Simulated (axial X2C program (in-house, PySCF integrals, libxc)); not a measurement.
# HfC⁺: from the state search to constants

What are the state, bond length, wavenumber and bond energy of HfC⁺, and what does spin–orbit coupling change?

Method: all-electron X2C, Hf dyall-cv3z, C dyall-v3z; program: an in-house X2C program for linear molecules on PySCF integrals.

All values are calculated.

### Step 1. The job

task.json

```json
{"zs": [72, 6], "q": 1, "bas": ["dyall-cv3z", "dyall-v3z"], "levels": ["PBE0", "HF", "M06"], "cc": true, "r0": 1.95, "thr": -1.0, "nmax": 90, "npts": 10, "nst": 2, "ntry": 6}
```

Keys: zs atomic numbers; q charge; bas basis sets; levels methods (HF also brings MP2); cc coupled cluster on or off; r0 starting distance in Å; thr threshold in hartree for freezing inner shells (an s shell follows its p shell); nmax most natural virtual spinors; npts points asked for on the curve; nst determinants followed; ntry starts of the search.

Launch:

```console
$ python so2c.py task.json out
```

Spin-free means the one-electron spin-free X2C Hamiltonian; two-component (2c) means X2C with spin–orbit coupling and atomic mean-field two-electron Coulomb and Gaunt terms. Basis: Hf dyall-cv3z contracted to [13s14p9d7f4g], C dyall-v3z contracted to [7s6p2d1f]; Gaussian nuclei, density fitting. Masses: Hf 179.947 u, C 12.000 u.

Notation: σ, π±, δ± give the projection m of an orbital's angular momentum (0, ±1, ±2), α and β its spin, Λ and M_S the sums; ω is the projection of a spinor's total angular momentum and Ω the sum. Logs are in hartree.

The results follow Hamiltonian by Hamiltonian and level by level.

### Step 2. State search with PBE0

PBE0 moves the distance from 1.950 Å to 1.769 Å and compares determinants there.

Spin-free determinants:

```
ΔE (eV)             state                                   open shells
   0.00  M_S = 1/2, Λ = 0                      beyond closed shells: σα
   0.49  M_S = 3/2, Λ = 1   beyond closed shells: 2 × σα, π+α, π+β, π-α
   0.90  M_S = 1/2, Λ = 1   beyond closed shells: 2 × σα, π+α, π+β, π-β
   1.18  M_S = 1/2, Λ = 1           beyond closed shells: π+α, π+β, π-α
   1.42  M_S = 3/2, Λ = 0            beyond closed shells: σα, π+α, π-α
   1.59  M_S = 3/2, Λ = 1  beyond closed shells: σα, π+α, π-α, π-β, δ+α
   1.59  M_S = 3/2, Λ = 3  beyond closed shells: σα, π+α, π+β, π-α, δ+α
```

Two-component determinants:

```csv
ΔE (eV),state,open shells
0.00,Ω = 1/2,excess of +ω over −ω: ω = 1/2
0.47,Ω = 5/2,"excess of +ω over −ω: 2 × ω = 1/2, ω = 3/2"
0.87,Ω = 1/2,"excess of +ω over −ω: 2 × ω = -1/2, ω = 3/2"
0.99,Ω = 3/2,excess of +ω over −ω: 3 × ω = 1/2
1.14,Ω = 3/2,excess of +ω over −ω: ω = 3/2
1.51,Ω = 7/2,"excess of +ω over −ω: ω = 1/2, 2 × ω = 3/2"
1.74,Ω = 9/2,"excess of +ω over −ω: ω = 1/2, ω = 3/2, ω = 5/2"
```

### Step 3. PBE0, spin-free

State followed: M_S = 1/2, Λ = 0 (beyond closed shells: σα). The scan is laid around 1.769 Å, a first estimate of the minimum, and this SCF restarts from the orbitals of the search.

Output at 1.769 Å:

```text
spin-free X2C-1e  PBE0
basis functions 227  fitting functions 1170  grid points 5075
iter        total energy     max residual
   1     -15116.248221677     2.69e-06
   2     -15116.248221677     4.45e-06
converged
one-electron -20988.99331520  Coulomb 6061.48962431  exact exchange -78.19758077  xc functional -239.77507614  nuclear repulsion 129.22812613
```

Along the bond, energies from the lowest point:

```csv
R (Å),E (eV),μ (D),HOMO (eV),LUMO (eV),iterations
1.539,1.3701,-4.30,-12.37,-8.86,14
1.610,0.5856,-4.50,-12.33,-8.94,14
1.663,0.2358,-4.62,-12.22,-8.98,14
1.716,0.0508,-4.72,-11.99,-9.02,15
1.769,0.0000,-4.78,-11.79,-9.06,2
1.831,0.0770,-4.82,-11.59,-9.09,15
1.893,0.2677,-4.84,-11.40,-9.15,15
1.972,0.6317,-4.82,-11.18,-9.27,17
2.070,1.1641,-4.65,-10.98,-9.45,18
2.211,1.9140,-4.28,-10.90,-9.64,15
```

Dipoles are positive if C is the positive end and refer to the centre of mass.

Outer orbitals at the reference distance:

| symmetry | occupied | ε (eV) | atomic character |
| --- | --- | --- | --- |
| φ-α | yes | -27.02 | 100% Hf f |
| φ+α | yes | -27.02 | 100% Hf f |
| φ+β | yes | -26.99 | 100% Hf f |
| φ-β | yes | -26.99 | 100% Hf f |
| δ+β | yes | -26.74 | 100% Hf f |
| δ-β | yes | -26.74 | 100% Hf f |
| σα | yes | -26.74 | 99% Hf f |
| δ-α | yes | -26.73 | 100% Hf f |
| δ+α | yes | -26.73 | 100% Hf f |
| π+α | yes | -26.67 | 100% Hf f |
| π-α | yes | -26.67 | 100% Hf f |
| σβ | yes | -26.67 | 99% Hf f |
| π+β | yes | -26.64 | 100% Hf f |
| π-β | yes | -26.64 | 100% Hf f |
| σα | yes | -19.86 | 57% C s, 19% Hf d, 11% Hf s |
| σβ | yes | -18.48 | 54% C s, 18% Hf d, 12% Hf s |
| σα | yes | -12.38 | 58% C p, 23% Hf d, 8% Hf p |
| π-α | yes | -12.09 | 48% Hf d, 46% C p |
| π+α | yes | -12.09 | 48% Hf d, 46% C p |
| π+β | yes | -11.79 | 52% Hf d, 42% C p |
| π-β | yes | -11.79 | 52% Hf d, 42% C p |
| σα | no | -9.06 | 62% Hf s, 22% Hf d, 7% Hf p |
| σβ | no | -8.97 | 62% Hf s, 18% Hf d, 9% Hf p |
| σβ | no | -7.98 | 35% Hf d, 34% C p, 21% Hf p |
| δ+α | no | -7.65 | 99% Hf d |

PBE0 fields in the half plane through the axis: z from -2.4 to 3.9 Å across, distance from the axis 0.15 to 2.25 Å upwards; Hf lies at z = 0 and C at z = 1.769 Å; the ELF is damped to zero where the density is low.

log10 density (e/bohr³). Ten even steps from ' ' (-4.94 ) to '@' (1.78 ):
```
    ..........  ..::::::::::::::::....      
  ....::::::::....::----------::::::......  
....::::::----::::------====------::::::..  
..::::------====--==============------::....
..::----====++++++++++++++++++======--::::..
::::--====++++********++++++++++++==----::..
::::--==++++**######************++++==--::::
::----==++**##%%@@%%##******%%**++++==--::::
```

ELF. Ten even steps from '0' (0.00 ) to '9' (0.97 ):
```
0000000000122110000000
0000000000245432100000
0001100000257654310000
0011110000157876542000
0012222211258888764200
0012245655348988887410
0011246434537747998620
0011245525436091998630
```

Re = 1.765 Å, ωe = 972 cm⁻¹, Be = 0.4808 cm⁻¹, De = 4.15 eV, μ = -4.78 D.

### Step 4. HF, spin-free

Output at 1.769 Å:

```text
spin-free X2C-1e  HF
basis functions 227  fitting functions 1170  grid points 5075
iter        total energy     max residual
   1     -15111.065887854     8.51e-01
   2     -15111.110529381     2.79e-02
   3     -15111.109351510     3.72e-02
   4     -15111.115893793     3.29e-03
   5     -15111.116271216     4.30e-03
   6     -15111.116503818     2.70e-03
   7     -15111.116837608     2.91e-03
   8     -15111.117225777     2.97e-03
   9     -15111.117294806     2.97e-03
  10     -15111.115970864     2.42e-03
  11     -15111.113325675     1.85e-03
  12     -15111.113218850     2.13e-03
  13     -15111.111899373     2.02e-03
  14     -15111.106115271     7.52e-03
  15     -15111.113174219     1.66e-03
  16     -15111.112504865     1.98e-03
  17     -15111.112387119     2.16e-03
  18     -15111.111605983     2.68e-03
  19     -15111.111830300     2.25e-03
  20     -15111.112254027     1.82e-03
  21     -15111.113359663     1.69e-03
  22     -15111.113321965     1.68e-03
  23     -15111.065887854     1.00e+00
  24     -15111.110526691     3.12e-02
  25     -15111.111804534     1.80e-01
  26     -15111.115997662     1.41e-02
  27     -15111.116371151     8.37e-03
  28     -15111.117168053     2.86e-02
  29     -15111.118676036     3.67e-02
  30     -15111.119842298     2.69e-02
  31     -15111.121391307     1.87e-02
  32     -15111.122131299     1.87e-02
  33     -15111.122321833     3.78e-03
  34     -15111.122355941     3.73e-04
  35     -15111.122360206     4.25e-04
  36     -15111.122361369     1.43e-04
  37     -15111.122361518     4.28e-05
  38     -15111.122361584     5.07e-05
  39     -15111.122361592     1.70e-05
  40     -15111.122361594     3.19e-06
  41     -15111.122361594     3.09e-06
  42     -15111.122361595     8.12e-07
converged
one-electron -20992.65605595  Coulomb 6065.42492631  exact exchange -313.11935808  xc functional 0.00000000  nuclear repulsion 129.22812613
```

Re = 1.968 Å, ωe = 554 cm⁻¹, Be = 0.387 cm⁻¹, De = 1.19 eV, μ = -4.71 D. ⟨S²⟩ = 2.00 against 0.75 for a pure state, so this determinant mixes spins.

### Step 5. M06, spin-free

The SCF at the reference distance of 1.769 Å:

```text
spin-free X2C-1e  M06
basis functions 227  fitting functions 1170  grid points 5075
iter        total energy     max residual
   1     -15116.774894471     5.02e-01
   2     -15116.782162618     1.32e-02
   3     -15116.767486297     3.98e-02
   4     -15116.782635017     1.11e-02
   5     -15116.784213905     9.24e-04
   6     -15116.784239948     7.11e-04
   7     -15116.784253138     4.79e-04
   8     -15116.784264170     2.26e-04
   9     -15116.784266542     5.33e-05
  10     -15116.784266919     1.21e-05
  11     -15116.784266939     6.67e-06
  12     -15116.784266940     1.19e-06
converged
one-electron -20988.49152656  Coulomb 6061.01441068  exact exchange -84.46305484  xc functional -234.07222235  nuclear repulsion 129.22812613
```

Re = 1.783 Å, ωe = 916 cm⁻¹, Be = 0.4715 cm⁻¹, De = 3.49 eV, μ = -4.52 D.

### Step 6. MP2 and beyond, spin-free

Correlated methods: 7 electrons correlated (frozen shells, counted by type: Hf 5 s, 4 p, 2 d, 1 f; C 1 s), 293 virtual spinors in MP2, 90 natural virtuals in coupled cluster.

Output of the correlated part at 1.769 Å:

```text
correlated 7  virtual 293  natural virtual 90  E(MP2) -0.186105799  MP2 remainder -0.003055523
iter   CCSD correlation   residual
   1     -0.183420412   1.51e-01
   2     -0.193529721   8.91e-02
   3     -0.204451519   5.96e-02
   4     -0.207690135   2.51e-02
   5     -0.208920753   1.01e-02
   6     -0.209099290   3.67e-03
   7     -0.209114414   1.66e-03
   8     -0.209123158   8.04e-04
   9     -0.209104097   3.45e-04
  10     -0.209111358   1.21e-04
  11     -0.209109200   4.95e-05
  12     -0.209109584   2.12e-05
  13     -0.209109159   1.02e-05
  14     -0.209108626   5.67e-06
  15     -0.209108332   2.99e-06
  16     -0.209108160   1.51e-06
  17     -0.209108074   8.10e-07
  18     -0.209108059   4.04e-07
(T) -0.013662967  T1 0.1275  D1 0.1725  max T2 0.090
```

T1 in the output is the amplitude norm over the root of the electron number; divide by √2 for the Lee–Taylor value.

MP2: No constants are quoted: the reference is strongly spin-contaminated.

CCSD: Re = 1.778 Å, ωe = 964 cm⁻¹, Be = 0.4743 cm⁻¹, De = 3.34 eV. T1 at Re = 0.094 (Lee–Taylor, the printed value over √2).

CCSD(T): No constants are quoted: the points don't follow one smooth fit.

### Step 7. A higher determinant, spin-free

State: M_S = 3/2, Λ = 1 (beyond closed shells: 2 × σα, π+α, π+β, π-α).

Output at the reference distance:

```text
spin-free X2C-1e  PBE0
basis functions 227  fitting functions 1170  grid points 5075
iter        total energy     max residual
   1     -15116.230199683     4.19e-06
   2     -15116.230199683     7.17e-06
converged
one-electron -20985.87712195  Coulomb 6058.31626491  exact exchange -78.18702541  xc functional -239.71044336  nuclear repulsion 129.22812613
```

```csv
R (Å),E above the lowest PBE0 point (eV)
1.539,3.280
1.610,1.973
1.663,1.284
1.716,0.802
1.769,0.490
1.831,0.303
1.893,0.267
1.972,0.387
2.070,0.708
```

Re = 1.879 Å, ωe = 882 cm⁻¹, ωexe = 3.61 cm⁻¹, Be = 0.4246 cm⁻¹, μ = -2.89 D. Te = 0.26 eV. As a difference of two determinants it need not be a gap between pure terms.

### Step 8. The spin-free curves together

Energy (eV) of the followed determinant, spin-free, from each level's lowest point:

```csv
R (Å),PBE0,HF,MP2 (spin-contaminated),CCSD,CCSD(T),M06
1.539,1.370,1.856,1.303,n/a,n/a,1.461
1.610,0.586,1.055,0.384,0.738,0.771,0.655
1.663,0.236,0.682,0.000,0.317,0.329,0.288
1.716,0.051,0.443,0.007,0.081,0.081,0.081
1.769,0.000,0.271,0.296,0.000,0.000,0.000
1.831,0.077,0.126,0.648,0.046,0.049,0.035
1.893,0.268,0.037,0.948,0.199,0.206,0.181
1.972,0.632,0.000,1.274,0.496,0.516,0.492
2.070,1.164,0.062,1.628,n/a,n/a,0.983
2.211,1.914,0.315,2.124,n/a,n/a,1.747
```

(Part 1 of 2 ends here.)
